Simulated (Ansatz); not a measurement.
# Hf8HO17: the cost of one run

Computed with Ansatz 0.2.0 (DFT PBE+D3(BJ), scalar-relativistic, plane waves, PAW, unless a step's input says otherwise).

2 further runs of the same task are left out: 2 set aside as unsound or not needed.

### 1 The system as given

The structure is monoclinic, space group Pm (No. 6). The conventional cell has a = 6.327 Å, b = 3.587 Å, c = 20.743 Å, α = 90.00°, β = 90.00°, γ = 90.00°. Around O (site symmetry m) lie 1 Hf at 2.07 Å. Around O (site symmetry m) lie 2 Hf at 2.07 Å. Around Hf (site symmetry m) lie 4 O at 2.04 to 2.07 Å. Hf (site symmetry m) has 4 O at 2.07 to 2.19 Å as nearest neighbours. O (site symmetry m) is surrounded by 3 Hf at 2.07 to 2.25 Å. Around O (site symmetry m) lie 2 Hf at 2.05 to 2.07 Å. O (site symmetry m) has 4 Hf at 2.04 to 2.32 Å as nearest neighbours. Around O (site symmetry m) lie 3 Hf at 2.08 to 2.19 Å. Only part of the 12 independent sites is listed.

Structure file:

```xyz
24
Lattice="7.1747 0.0000 0.0000 0.0000 6.3274 0.0000 0.0000 0.0000 20.7433" Properties=species:S:1:pos:R:3 pbc="T T T"
O     1.7937    3.3329    8.0000
O     5.3810    3.3329    8.0000
O     0.0000    6.0453    8.3107
O     3.5874    6.0453    8.3107
Hf    1.7937    5.1976    8.8941
Hf    5.3810    5.1976    8.8941
Hf    0.0000    2.0339    8.8941
Hf    3.5874    2.0339    8.8941
O     1.7937    1.1862    9.4775
O     5.3810    1.1862    9.4775
O     0.0000    3.8985    9.7882
O     3.5874    3.8985    9.7882
O     1.7937    5.3369   10.9285
O     5.3810    5.3369   10.9285
O     0.0000    1.7510   11.0664
O     3.5874    1.7510   11.0664
Hf    1.7937    0.9128   11.7074
Hf    5.3810    0.9128   11.7074
Hf    0.0000    4.1611   11.8241
Hf    3.5874    4.1611   11.8241
O     1.7937    3.1604   12.4387
O     5.3810    3.1604   12.4387
O     0.0000    6.0676   12.6503
O     3.5874    6.0676   12.6503
```

Planes are indexed in the bulk's conventional cell (P4_2/nmc (No. 137)), a = 3.587 Å, b = 3.587 Å, c = 5.212 Å, α = 90.00°, β = 90.00°, γ = 90.00°.

It is a (101) slab, 4.7 Å thick as cut, with 16 Å of vacuum, in a 2×1 surface cell; its outer planes are O (top) and O (bottom). An earlier relaxation, lower half held, gave -134889.4140 eV, gap on the mesh 3.82 eV, ionisation potential 6.41 eV (top face), 6.34 eV (bottom face), electron affinity 2.59 eV (top face), 2.52 eV (bottom face), dipole along +c -0.019 e·Å per cell.

### 2 OH, anchor, over a top (O) site

Contents of input.yaml:

```yaml
crystal:
  lattice:
    - [7.1747300943, 0.0, 0.0]
    - [0.0, 6.3274197401, 0.0]
    - [0.0, 0.0, 23.6232884601]
  atoms:
    - { symbol: O, position: [0.25, 0.5267463571, 0.3386488725] }
    - { symbol: O, position: [0.75, 0.5267463571, 0.3386488725] }
    - { symbol: O, position: [0.0, 0.9554113505, 0.351799404] }
    - { symbol: O, position: [0.5, 0.9554113505, 0.351799404] }
    - { symbol: Hf, position: [0.25, 0.8214384717, 0.3764971598] }
    - { symbol: Hf, position: [0.75, 0.8214384717, 0.3764971598] }
    - { symbol: Hf, position: [0.0, 0.3214384717, 0.3764971598] }
    - { symbol: Hf, position: [0.5, 0.3214384717, 0.3764971598] }
    - { symbol: O, position: [0.25, 0.187465593, 0.4011949156] }
    - { symbol: O, position: [0.75, 0.187465593, 0.4011949156] }
    - { symbol: O, position: [0.0, 0.6161305863, 0.4143454472] }
    - { symbol: O, position: [0.5, 0.6161305863, 0.4143454472] }
    - { symbol: O, position: [0.25, 0.8434514549, 0.4626165606] }
    - { symbol: O, position: [0.75, 0.8434514549, 0.4626165606] }
    - { symbol: O, position: [0.0, 0.2767261915, 0.4684524627] }
    - { symbol: O, position: [0.5, 0.2767261915, 0.4684524627] }
    - { symbol: Hf, position: [0.25, 0.1442602964, 0.4955887079] }
    - { symbol: Hf, position: [0.75, 0.1442602964, 0.4955887079] }
    - { symbol: Hf, position: [0.0, 0.6576223237, 0.5005274705] }
    - { symbol: Hf, position: [0.5, 0.6576223237, 0.5005274705] }
    - { symbol: O, position: [0.25, 0.4994792057, 0.5265436195] }
    - { symbol: O, position: [0.75, 0.4994792057, 0.5265436195] }
    - { symbol: O, position: [0.0, 0.9589341289, 0.535499666] }
    - { symbol: O, position: [0.5, 0.9589341289, 0.535499666] }
    - { symbol: O, position: [0.5, 0.9589341289, 0.6231250617], spin: 1.0 }
    - { symbol: H, position: [0.4454825007, 0.9721597052, 0.6603764377] }
basis:
  ecutwfc: 420
kpoints:
  mp_grid: { grid: [2, 3, 1] }
hamiltonian:
  xc: pbe
  dispersion: d3bj
scf:
  occupations: { method: gaussian, width: 0.05 }
output:
  forces: true
  eigenvalues: true
  populations: true
  write_density: true
  write_potential: true
  elf: true
  volumetric_format: npy
magnetization:
  spin_polarized: true
relax:
  adjacent_minimum: "off"
  f_tol: 0.04
  max_steps: 100
  constraints: [{ sites: [0, 1, 2, 3, 4, 5, 6, 7, 8, 9, 10, 11] }]
efield:
  axis: 3
  dipole_correction: true
  ramp_width: 0.04
```

Started as:

```
> ansatz run input.yaml --threads 8 --pin off --max-ram 20480MiB --backend cpu --events-out ev --progress --plain --runs-dir out
```

What time and memory should one allow on 8 threads of Arm Neoverse N1, shared host?

About 29 min, with a peak of 5.4 GiB.
